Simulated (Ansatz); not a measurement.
I need vertical and adiabatic energies of changing the electron count of H₃O₂Sb, SMILES [OH][SbH][OH]. Use the Python package of Ansatz (0.2.0). Settings (for the species named): CAM-B3LYP, def2-SVP basis, multiplicity 1.

```xyz
6

O    -1.1902   -0.7387   -0.1865
Sb    0.5121    0.1447   -0.7583
O     1.1707    0.1163    1.1326
H    -1.7680   -0.5333   -0.9726
H    -0.1348    1.7618   -0.5643
H     1.4524   -0.8148    1.3028
```

`adiabatic.py`:
```python
"""Vertical and adiabatic ionisation of H3O2Sb."""

from dataclasses import dataclass
import itertools
import warnings

import ansatz
from ase.data import atomic_numbers, covalent_radii
import numpy as np


@dataclass(frozen=True)
class Settings:
    basis_set: str = "def2-SVP"
    xc: str = "cam_b3lyp"
    charge: int = 1


cfg = Settings()

warnings.simplefilter("ignore", ansatz.DeckWarning)

h3o2sb = (
    ansatz.Crystal.molecule()
    .atom("O", (-1.1902, -0.7387, -0.1865))
    .atom("Sb", (0.5121, 0.1447, -0.7583))
    .atom("O", (1.1707, 0.1163, 1.1326))
    .atom("H", (-1.768, -0.5333, -0.9726))
    .atom("H", (-0.1348, 1.7618, -0.5643))
    .atom("H", (1.4524, -0.8148, 1.3028))
)

setup = h3o2sb.calculation()
setup = setup.basis(gaussian=cfg.basis_set)
setup = setup.functional(cfg.xc)
setup = setup.scf(lower_state_search="off")
symbols = [site.symbol for site in h3o2sb.cartesian_sites]
start = np.array([site.position_ang for site in h3o2sb.cartesian_sites], dtype=float)
rep = setup.relax(force_tolerance=0.01, max_steps=100).run(threads=1, pin="off").report
end = np.array(rep["positions_ang"])

minimum = ansatz.Crystal.molecule()
for symbol, place in zip(symbols, end):
    minimum = minimum.atom(symbol, place.tolist())
ion = (
    minimum.calculation()
    .basis(gaussian=cfg.basis_set)
    .functional(cfg.xc)
    .scf(lower_state_search="off")
    .charge(cfg.charge)
    .spin("collinear", total=1)
)
vertical = ion.run(threads=1, pin="off").report
settled = ion.relax(force_tolerance=0.01, max_steps=80).run(threads=1, pin="off").report
print(f"vertical ionisation energy   {vertical['free_energy_ev'] - rep['free_energy_ev']:.3f} eV")
print(f"adiabatic, no zero point     {settled['free_energy_ev'] - rep['free_energy_ev']:.3f} eV")
print(f"relaxation energy of the ion {vertical['free_energy_ev'] - settled['free_energy_ev']:.3f} eV")
ionised = np.array(settled["positions_ang"])
# pairs closer than 1.2 times the sum of covalent radii, before or after
radius = [covalent_radii[atomic_numbers[s]] for s in symbols]
span = lambda where, i, j: np.linalg.norm(where[i] - where[j])
bonded = [(i, j) for i, j in itertools.combinations(range(len(symbols)), 2) if min(span(end, i, j), span(ionised, i, j)) < 1.2 * (radius[i] + radius[j])]
print("pair        before    after (A)")
for i, j in bonded:
    print(f"{symbols[i]}{i}-{symbols[j]}{j}".ljust(10), f"{span(end, i, j):8.4f} {span(ionised, i, j):8.4f}")
```

`python adiabatic.py` gives:
```text
vertical ionisation energy   9.575 eV
adiabatic, no zero point     9.191 eV
relaxation energy of the ion 0.384 eV
pair        before    after (A)
O0-Sb1       1.9852   1.9266
O0-H3        0.9659   0.9743
Sb1-O2       1.9852   1.9266
Sb1-H4       1.7079   1.7051
O2-H5        0.9659   0.9743
```

Notes:
- These settings explore the input space; basis and method may be short of convergence.
- The energies are electronic: no zero-point or thermal terms, and the basis set is short of its limit. The product may relax into another structure. The relaxation finds the nearest minimum, so the adiabatic value is an upper bound.
- def2 sets replace the cores of elements past krypton by effective core potentials.
- Finished in 96 s on 1 thread of Arm Neoverse N1, with other jobs on the host, peak memory 0.23 GiB.
